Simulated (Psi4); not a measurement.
# C2H3ClSi (SMILES ClC1=C[SiH2]1): levels of theory compared

Aim: a comparison of 3 runs (HF/3-21G, B3LYP/6-31G*) of C2H3ClSi. 

The calculation is run with Psi4 1.11.

2 further runs of the same task are left out: 2 set aside as unsound or not needed.

### 1 The structure to begin with

C2H3ClSi: 7 atoms, total charge 0, spin state singlet. As SMILES, `ClC1=C[SiH2]1`. The C3–H5 distance was set to 1.947 Å, away from the relaxed value. At this shape a bond of the SMILES string is far longer than usual.

Bond lengths: Cl1–C2 1.700 Å, C2–C3 1.327 Å, C2–Si4 1.804 Å, C3–Si4 1.819 Å, Si4–H6 1.482 Å, Si4–H7 1.482 Å. Angles: Cl1–C2–C3 135.8°, Cl1–C2–Si4 155.1°, C3–C2–Si4 69.2°, C2–C3–Si4 67.9°, C2–Si4–C3 43.0°, C2–Si4–H6 121.6°, C2–Si4–H7 121.6°, C3–Si4–H6 121.6°, C3–Si4–H7 121.6°, H6–Si4–H7 111.4°.

### 2 Energy and forces at HF/3-21G (run 1)

calc.py reads:

```python
import psi4

psi4.set_memory(2200000000)
psi4.set_num_threads(1)
psi4.core.set_output_file('c2h3clsi.out', False)

molecule = psi4.geometry("""
Cl
C 1 1.700178
C 2 1.326522 1 135.75685
Si 2 1.803695 3 69.15107 1 -179.99348
H 3 1.9474 2 137.03582 1 -0.01735
H 4 1.482168 2 121.61847 3 -104.00628
H 4 1.482195 6 111.42705 2 154.5628
symmetry c1
no_reorient
no_com
""")

psi4.set_options(dict(basis='3-21G', puream=True, e_convergence=1e-09, d_convergence=1e-08, scf_type='pk'))

e, wfn = psi4.gradient("scf", molecule=molecule, return_wfn=True)
psi4.oeprop(wfn, "DIPOLE", "MAYER_INDICES", "QUADRUPOLE")
print('gradient / Eh bohr^-1')
print(e.np.round(6))
print(f'energy = {wfn.energy():.10f} Eh')
```

The run is started by

```console
$ python calc.py
```

c2h3clsi.out:

```text
[...]
  Running in c1 symmetry.
[...]
  Nuclear repulsion =  177.189741134693378
[...]
  Multiplicity = 1
[...]
  Nalpha       = 23
  Nbeta        = 23
[...]
    Number of basis functions: 50
[...]
   @RHF iter   1:  -821.43794156567435   -4.00187e-01   4.31644e-03 DIIS/ADIIS
[...]
   @RHF iter  13:  -821.48123083071323   -1.81899e-12   2.10919e-09 DIIS
[...]
    Orbital Energies [Eh]
    ---------------------
    Doubly Occupied:
       1A   -104.117029     2A    -68.350232     3A    -11.259973
       4A    -11.256836     5A    -10.513730     6A     -7.977853
       7A     -7.972850     8A     -7.972774     9A     -6.158382
      10A     -4.256349    11A     -4.253411    12A     -4.252574
      13A     -1.182611    14A     -1.080365    15A     -0.721324
      16A     -0.674249    17A     -0.574046    18A     -0.555260
      19A     -0.513848    20A     -0.498750    21A     -0.443973
      22A     -0.380313    23A     -0.359848
[...]
  @RHF Final Energy:  -821.48123083071323
   => Energetics <=
    Nuclear Repulsion Energy =            177.1897411346933779
    One-Electron Energy =               -1486.6887811591668651
    Two-Electron Energy =                 488.0178091937603426
    Total Energy =                       -821.4812308307132298
[...]
  -Total Gradient:
     Atom            X                  Y                   Z
    ------   -----------------  -----------------  -----------------
       1        0.000004135296    -0.003748318772     0.038021255911
       2       -0.000009451316     0.040307652512    -0.018866028643
       3        0.000031809059     0.096491733096     0.012727577965
       4       -0.000011663070    -0.038023806893    -0.040467875913
       5       -0.000022231046    -0.095102563938     0.007688340578
       6       -0.001594460450     0.000035940118     0.000445170252
       7        0.001601861527     0.000039363881     0.000451559857
[...]
 Multipole Moments:
 ------------------------------------------------------------------------------------
     Multipole            Electronic (a.u.)      Nuclear  (a.u.)        Total (a.u.)
 ------------------------------------------------------------------------------------
 L = 1.  Multiply by 2.5417464519 to convert [e a0] to [Debye]
 Dipole X            :         -0.0000043            0.0000425            0.0000383
 Dipole Y            :          0.6230290           -0.3305972            0.2924318
 Dipole Z            :         -5.8588761            6.6505899            0.7917138
 Magnitude           :                                                    0.8439947
 L = 2.  Multiply by 1.3450342976 to convert [e a0^2] to [Debye ang]
 Quadrupole XX       :        -41.6736622           10.7110952          -30.9625671
 Quadrupole XY       :         -0.0110949            0.0117993            0.0007044
[...]
```

On the terminal:

```text
gradient / Eh bohr^-1
[[ 4.0000e-06 -3.7480e-03  3.8021e-02]
 [-9.0000e-06  4.0308e-02 -1.8866e-02]
 [ 3.2000e-05  9.6492e-02  1.2728e-02]
 [-1.2000e-05 -3.8024e-02 -4.0468e-02]
 [-2.2000e-05 -9.5103e-02  7.6880e-03]
 [-1.5940e-03  3.6000e-05  4.4500e-04]
 [ 1.6020e-03  3.9000e-05  4.5200e-04]]
energy = -821.4812308307 Eh
```

Run time: 1.5 s. Hardware: 1 thread of Intel Xeon 6975P-C (Granite Rapids), shared host; peak memory 0.19 GiB.

### 3 Energy and gradient at B3LYP/6-31G(d) (spherical functions) (run 2)

calc.inp reads:

```
memory 2200 mb

molecule geom {
  Cl
  C 1 1.700178
  C 2 1.326522 1 135.75685
  Si 2 1.803695 3 69.15107 1 -179.99348
  H 3 1.9474 2 137.03582 1 -0.01735
  H 4 1.482168 2 121.61847 3 -104.00628
  H 4 1.482195 6 111.42705 2 154.5628
  symmetry c1
  no_reorient
  no_com
}

set {
  basis 6-31G*
  puream true
  e_convergence 1e-09
  d_convergence 1e-08
  scf_type pk
  dft_radial_points 99
  dft_spherical_points 590
}

gradient("b3lyp")
print_variables()
```

The run is started by

```console
$ psi4 -n 1 calc.inp calc.out
```

calc.out:

```text
[...]
  Running in c1 symmetry.
[...]
  Nuclear repulsion =  177.189741134693378
[...]
  Multiplicity = 1
[...]
  Nalpha       = 23
  Nbeta        = 23
[...]
    Number of basis functions: 70
[...]
   @RKS iter   1:  -827.14900632621880    1.06183e-01   1.01937e-02 ADIIS/DIIS
[...]
   @RKS iter  12:  -827.49506349193041   -2.38742e-12   5.62833e-09 DIIS
[...]
    Orbital Energies [Eh]
    ---------------------
    Doubly Occupied:
       1A   -101.547469     2A    -66.153623     3A    -10.253376
       4A    -10.240002     5A     -9.479976     6A     -7.243317
       7A     -7.233463     8A     -7.232716     9A     -5.314234
      10A     -3.673585    11A     -3.672051    12A     -3.670572
      13A     -0.891901    14A     -0.799147    15A     -0.533995
      16A     -0.511582    17A     -0.422155    18A     -0.404524
      19A     -0.370115    20A     -0.362794    21A     -0.311456
      22A     -0.279712    23A     -0.267168
[...]
  @RKS Final Energy:  -827.49506349193041
   => Energetics <=
    Nuclear Repulsion Energy =            177.1897411346933779
    One-Electron Energy =               -1492.5654481090155059
    Two-Electron Energy =                 537.0676312702215682
    DFT Exchange-Correlation Energy =     -49.1869877878297856
    Empirical Dispersion Energy =           0.0000000000000000
    VV10 Nonlocal Energy =                  0.0000000000000000
    Total Energy =                       -827.4950634919304093
[...]
 Multipole Moments:
 ------------------------------------------------------------------------------------
     Multipole            Electronic (a.u.)      Nuclear  (a.u.)        Total (a.u.)
 ------------------------------------------------------------------------------------
 L = 1.  Multiply by 2.5417464519 to convert [e a0] to [Debye]
 Dipole X            :          0.0000059            0.0000425            0.0000485
 Dipole Y            :          0.7564740           -0.3305972            0.4258768
 Dipole Z            :         -6.2005571            6.6505899            0.4500328
 Magnitude           :                                                    0.6195971
[...]
  -Total Gradient:
     Atom            X                  Y                   Z
    ------   -----------------  -----------------  -----------------
       1        0.000003019201    -0.004744610288     0.012170250413
       2       -0.000007260741     0.025089028164     0.007145140777
       3        0.000021670529     0.060007612246    -0.005290779385
       4       -0.000007846897    -0.006870836519    -0.019396658079
       5       -0.000016585687    -0.070895891966     0.005540257885
       6        0.000072077340    -0.001293457622    -0.000084068824
       7       -0.000065079295    -0.001289605800    -0.000078549174
[...]
```

Run time: 11 s. Hardware: 1 thread of Intel Xeon 6975P-C (Granite Rapids), shared host; peak memory 0.92 GiB.

### 4 Energy and gradient at B3LYP/6-31G(d) (Cartesian functions) (run 3)

c2h3clsi.py reads:

```python
import psi4

psi4.set_memory('2200 MB')
psi4.set_num_threads(1)
psi4.core.set_output_file('output.dat', False)

mol = psi4.geometry("""
0 1
Cl    -3.55595812    -3.81397944     0.00830724
C     -2.02301229    -1.02965696    -0.46091176
C      0.23483249    -0.10388013     0.11262012
Si    -1.69779042     2.16681478    -1.59871586
H      3.26450188    -1.27329746     1.84361681
H     -2.92970288     4.32053564    -0.29915120
H     -1.25616143     2.72352809    -4.30801621
units bohr
symmetry c1
no_reorient
no_com
""")

options = {'basis': '6-31G*', 'puream': False, 'e_convergence': 1e-09, 'd_convergence': 1e-08, 'scf_type': 'pk', 'dft_radial_points': 99, 'dft_spherical_points': 590}
psi4.set_options(options)

E, wfn = psi4.gradient('b3lyp', return_wfn=True)
psi4.oeprop(wfn, 'LOWDIN_CHARGES', 'DIPOLE', 'WIBERG_LOWDIN_INDICES')
print('gradient / Eh bohr^-1')
print(E.np.round(6))
print(f'energy = {wfn.energy():.10f} Eh')
```

The run is started by

```console
$ python c2h3clsi.py
```

output.dat:

```text
[...]
  Running in c1 symmetry.
[...]
  Nuclear repulsion =  177.189739082396272
[...]
  Multiplicity = 1
[...]
  Nalpha       = 23
  Nbeta        = 23
[...]
    Number of basis functions: 74
[...]
   @RKS iter   1:  -827.15324735208355    1.07219e-01   9.82831e-03 DIIS/ADIIS
[...]
   @RKS iter  12:  -827.50190000217208   -3.52429e-12   5.93187e-09 DIIS
[...]
    Orbital Energies [Eh]
    ---------------------
    Doubly Occupied:
       1A   -101.567601     2A    -66.167412     3A    -10.259629
       4A    -10.244613     5A     -9.484187     6A     -7.248344
       7A     -7.238488     8A     -7.237744     9A     -5.317270
      10A     -3.677149    11A     -3.675646    12A     -3.674130
      13A     -0.891854    14A     -0.799284    15A     -0.534060
      16A     -0.511647    17A     -0.422223    18A     -0.404528
      19A     -0.370190    20A     -0.362782    21A     -0.311514
      22A     -0.279731    23A     -0.267235
[...]
  @RKS Final Energy:  -827.50190000217208
   => Energetics <=
    Nuclear Repulsion Energy =            177.1897390823962724
    One-Electron Energy =               -1492.4480822536002051
    Two-Electron Energy =                 536.9071765826918181
    DFT Exchange-Correlation Energy =     -49.1507334136599994
    Empirical Dispersion Energy =           0.0000000000000000
    VV10 Nonlocal Energy =                  0.0000000000000000
    Total Energy =                       -827.5019000021720785
[...]
  -Total Gradient:
     Atom            X                  Y                   Z
    ------   -----------------  -----------------  -----------------
       1        0.009827770404     0.009181201892     0.000441150892
       2       -0.017120886425     0.014801200476    -0.013031705205
       3       -0.050295797970     0.017075073275    -0.027815446077
       4       -0.003742650014    -0.019275930382     0.006124408481
       5        0.059333486411    -0.020715250427     0.033031070341
       6        0.001019672096    -0.000552484324     0.000577777614
       7        0.000979274489    -0.000508217113     0.000670885230
[...]
 Multipole Moments:
 ------------------------------------------------------------------------------------
     Multipole            Electronic (a.u.)      Nuclear  (a.u.)        Total (a.u.)
 ------------------------------------------------------------------------------------
 L = 1.  Multiply by 2.5417464519 to convert [e a0] to [Debye]
 Dipole X            :         95.7453182          -95.8707952           -0.1254769
 Dipole Y            :         36.0768452          -35.5326998            0.5441454
 Dipole Z            :         26.8249535          -27.0940994           -0.2691459
 Magnitude           :                                                    0.6199018
[...]
```

Standard output:

```text
gradient / Eh bohr^-1
[[ 0.009828  0.009181  0.000441]
 [-0.017121  0.014801 -0.013032]
 [-0.050296  0.017075 -0.027815]
 [-0.003743 -0.019276  0.006124]
 [ 0.059333 -0.020715  0.033031]
 [ 0.00102  -0.000552  0.000578]
 [ 0.000979 -0.000508  0.000671]]
energy = -827.5019000022 Eh
```

Wall time 11 s (1 thread of Intel Xeon 6975P-C (Granite Rapids), shared host); peak memory 0.96 GiB.

### 5 All runs side by side

| run | level | integration grid | Cartesian functions | energy (Eh) | dipole moment (D) | HOMO energy (eV) | LUMO energy (eV) | wall time |
| --- | --- | --- | --- | --- | --- | --- | --- | --- |
| 1 | HF/3-21G | – | no | -821.481231 | 2.15 | -9.79 | 1.08 | 1.5 s |
| 2 | B3LYP/6-31G* (spherical functions) | 99 radial × 590 angular | no | -827.495063 | 1.57 | -7.27 | -2.60 | 11 s |
| 3 | B3LYP/6-31G* (Cartesian functions) | 99 radial × 590 angular | yes | -827.501900 | 1.58 | -7.27 | -2.61 | 11 s |

### 6 Results

| quantity | value |
| --- | --- |
| run 3: total energy | -827.50190 Eh |
| run 3: dipole moment | 1.58 D |
| run 3: HOMO energy | -7.27 eV |
| run 3: LUMO energy | -2.61 eV |
| run 3: HOMO–LUMO gap | 4.67 eV |
| run 3: largest force on an atom | 3.651 eV/Å |

**Reading.** The dipole moment (its size) runs from 1.57 D (B3LYP/6-31G*) to 2.15 D (HF/3-21G). The two ends differ in method and basis. The HOMO–LUMO gap runs from 4.67 eV (B3LYP/6-31G*) to 10.88 eV (HF/3-21G). In runs 1, 2, 3 a closed-shell determinant meets a far-stretched bond, which it describes badly. All runs together took 23 s, the longest 11 s.
